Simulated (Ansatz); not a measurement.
# Al28H7C2: the cost of one run

Program: Ansatz 0.2.0. Level of theory: DFT PBE+D3(BJ), scalar-relativistic, plane waves, PAW. These are calculated values, not measurements.

2 further runs of the same task are left out: 2 set aside as unsound or not needed.

## Step 1: The starting structure

Symmetry: P-3m1, No. 164, trigonal system. Conventional cell: a = 2.816 Å, b = 2.816 Å, c = 20.599 Å, α = 90.00°, β = 90.00°, γ = 120.00°. Around Al (site symmetry 3m) lie 9 Al at 2.82 to 2.87 Å. Al (site symmetry -3m) has 12 Al at 2.82 to 2.87 Å in its first shell of neighbours.

As a file:

```xyz
27
Lattice="8.4486 0.0000 0.0000 -4.2243 7.3167 0.0000 0.0000 0.0000 20.5989" Properties=species:S:1:pos:R:3 pbc="T T T"
Al    1.4081    0.8130    8.0000
Al    0.0000    3.2519    8.0000
Al   -1.4081    5.6908    8.0000
Al    4.2243    0.8130    8.0000
Al    2.8162    3.2519    8.0000
Al    1.4081    5.6908    8.0000
Al    7.0405    0.8130    8.0000
Al    5.6324    3.2519    8.0000
Al    4.2243    5.6908    8.0000
Al    2.8162    1.6259   10.3641
Al    1.4081    4.0649   10.3641
Al    0.0000    6.5038   10.3641
Al    5.6324    1.6259   10.3641
Al    4.2243    4.0649   10.3641
Al    2.8162    6.5038   10.3641
Al    0.0000    1.6259   10.3641
Al   -1.4081    4.0649   10.3641
Al   -2.8162    6.5038   10.3641
Al    4.2243    2.4389   12.7310
Al    2.8162    4.8778   12.7310
Al    5.6324    0.0000   12.7310
Al   -1.4081    2.4389   12.7310
Al   -2.8162    4.8778   12.7310
Al    0.0000    0.0000   12.7310
Al    1.4081    2.4389   12.7310
Al    0.0000    4.8778   12.7310
Al    2.8162    0.0000   12.7310
```

Miller indices refer to the conventional cell of the relaxed bulk, Fm-3m (No. 225): a = 3.983 Å, b = 3.983 Å, c = 3.983 Å, α = 90.00°, β = 90.00°, γ = 90.00°.

This (111) slab, 4.6 Å thick as cut, with 16 Å of vacuum, in a 3×3 surface cell; its outer planes are Al (top) and Al (bottom), was relaxed beforehand with its lower half held: -14512.1886 eV, work function 3.76 eV.

## Step 2: AlMe2H, flat, over a bridge (Al-Al) site

input.yaml reads:

```yaml
crystal:
  lattice:
    - [8.4486369609, 0.0, 0.0]
    - [-4.2243184805, 7.3167342355, 0.0]
    - [0.0, 0.0, 24.1614554614]
  atoms:
    - { symbol: Al, position: [0.2222222222, 0.1111111111, 0.3311058811] }
    - { symbol: Al, position: [0.2222222222, 0.4444444444, 0.3311058811] }
    - { symbol: Al, position: [0.2222222222, 0.7777777778, 0.3311058811] }
    - { symbol: Al, position: [0.5555555556, 0.1111111111, 0.3311058811] }
    - { symbol: Al, position: [0.5555555556, 0.4444444444, 0.3311058811] }
    - { symbol: Al, position: [0.5555555556, 0.7777777778, 0.3311058811] }
    - { symbol: Al, position: [0.8888888889, 0.1111111111, 0.3311058811] }
    - { symbol: Al, position: [0.8888888889, 0.4444444444, 0.3311058811] }
    - { symbol: Al, position: [0.8888888889, 0.7777777778, 0.3311058811] }
    - { symbol: Al, position: [0.4444444444, 0.2222222222, 0.4289538593] }
    - { symbol: Al, position: [0.4444444444, 0.5555555556, 0.4289538593] }
    - { symbol: Al, position: [0.4444444444, 0.8888888889, 0.4289538593] }
    - { symbol: Al, position: [0.7777777778, 0.2222222222, 0.4289538593] }
    - { symbol: Al, position: [0.7777777778, 0.5555555556, 0.4289538593] }
    - { symbol: Al, position: [0.7777777778, 0.8888888889, 0.4289538593] }
    - { symbol: Al, position: [0.1111111111, 0.2222222222, 0.4289538593] }
    - { symbol: Al, position: [0.1111111111, 0.5555555556, 0.4289538593] }
    - { symbol: Al, position: [0.1111111111, 0.8888888889, 0.4289538593] }
    - { symbol: Al, position: [0.6666666667, 0.3333333333, 0.5269122756] }
    - { symbol: Al, position: [0.6666666667, 0.6666666667, 0.5269122756] }
    - { symbol: Al, position: [0.6666666667, 0.0, 0.5269122756] }
    - { symbol: Al, position: [0.0, 0.3333333333, 0.5269122756] }
    - { symbol: Al, position: [0.0, 0.6666666667, 0.5269122756] }
    - { symbol: Al, position: [0.0, 0.0, 0.5269122756] }
    - { symbol: Al, position: [0.3333333333, 0.3333333333, 0.5269122756] }
    - { symbol: Al, position: [0.3333333333, 0.6666666667, 0.5269122756] }
    - { symbol: Al, position: [0.3333333333, 0.0, 0.5269122756] }
    - { symbol: Al, position: [0.2950354326, 0.1313936332, 0.6351135387] }
    - { symbol: C, position: [0.4796609636, 0.3917790516, 0.6351093999] }
    - { symbol: H, position: [0.5117380756, 0.440327156, 0.6776730609] }
    - { symbol: H, position: [0.6027200359, 0.4108098095, 0.6144773647] }
    - { symbol: H, position: [0.4260367192, 0.4676292816, 0.613132247] }
    - { symbol: C, position: [0.3708068955, -0.0532344127, 0.6351093999] }
    - { symbol: H, position: [0.3876793676, -0.0850092104, 0.6776689221] }
    - { symbol: H, position: [0.2664017707, -0.1763822412, 0.614609807] }
    - { symbol: H, position: [0.5, 0.0, 0.6129998047] }
    - { symbol: H, position: [0.0851105242, 0.0703094208, 0.6351218164] }
basis:
  ecutwfc: 420
kpoints:
  mp_grid: { grid: [3, 3, 1] }
hamiltonian:
  xc: pbe
  dispersion: d3bj
scf:
  occupations: { method: gaussian, width: 0.1 }
output:
  forces: true
  eigenvalues: true
  write_density: true
  write_potential: true
  elf: true
  volumetric_format: npy
relax:
  adjacent_minimum: "off"
  f_tol: 0.04
  max_steps: 100
  constraints: [{ sites: [0, 1, 2, 3, 4, 5, 6, 7, 8] }]
efield:
  axis: 3
  dipole_correction: true
  ramp_width: 0.04
```

On the command line:

```sh
$ ansatz run input.yaml --threads 4 --pin off --max-ram 10240MiB --backend cpu --events-out ev --progress --plain --runs-dir out
```

Q: Estimate wall time and peak memory on 4 threads of Intel Xeon 6975P-C (Granite Rapids), shared host.

About 3.9 min, with a peak of 2.9 GiB.
